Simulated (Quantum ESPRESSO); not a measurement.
Runs of Quantum ESPRESSO 7.5 on Ta3N. It takes space group P-3m1 (No. 164, trigonal). Conventional cell: a = 3.032 Å, b = 3.032 Å, c = 7.524 Å, α = 90.00°, β = 90.00°, γ = 120.00°. Ta (site symmetry 3m) has 3 N at 2.19 Å as nearest neighbours. Ta (site symmetry -3m) is surrounded by 12 Ta at 3.01 to 3.03 Å. N (site symmetry -3m) has 6 Ta at 2.19 Å as nearest neighbours. The cell comes from a database or a generator and needn't be the stable form of this composition.

```csv
task,level,potentials or basis,cell,form of the LDA correlation,gap on the mesh (eV),pressure (GPa),V0 of scaled cells (Å³/atom),B0 (GPa),largest force (eV/Å)
single point,PBEsol,GBRV 1.5 PBEsol,as given,-,none,-8.2,-,-,0.37
single point,PBEsol,GBRV 1.5 PBEsol,"atoms moved at random, drawn with an rms of 0.05 Å",-,none,-8.3,-,-,1.14
equation of state,LDA,GBRV 1.5 LDA,as given,PZ81,-,-,14.21,279,-
band structure,PBEsol,GBRV 1.5 PBEsol,as given,-,none,-8.2,-,-,0.37
equation of state,PBEsol,GBRV 1.5 PBEsol,as given,-,-,-,(a),266,-
```

Alike in all rows: no spin polarisation; k mesh 10 × 10 × 4; cutoff (eV) 762; smearing fermi-dirac 0.05 eV.

Task: Fill in the values left out.

Result: (a) 14.50.

Caveats: the cell was scaled at fixed shape and fractional positions, which overstates the stiffness of a crystal with free parameters, most of all of layers and chains (some runs); spin-orbit coupling is left out, which moves the levels of the heavy elements (some runs).

A k mesh can miss the band edges, and the runs leave out spin-orbit coupling on Ta.

A gap of «none» marks a metal or a gap under the smearing width.
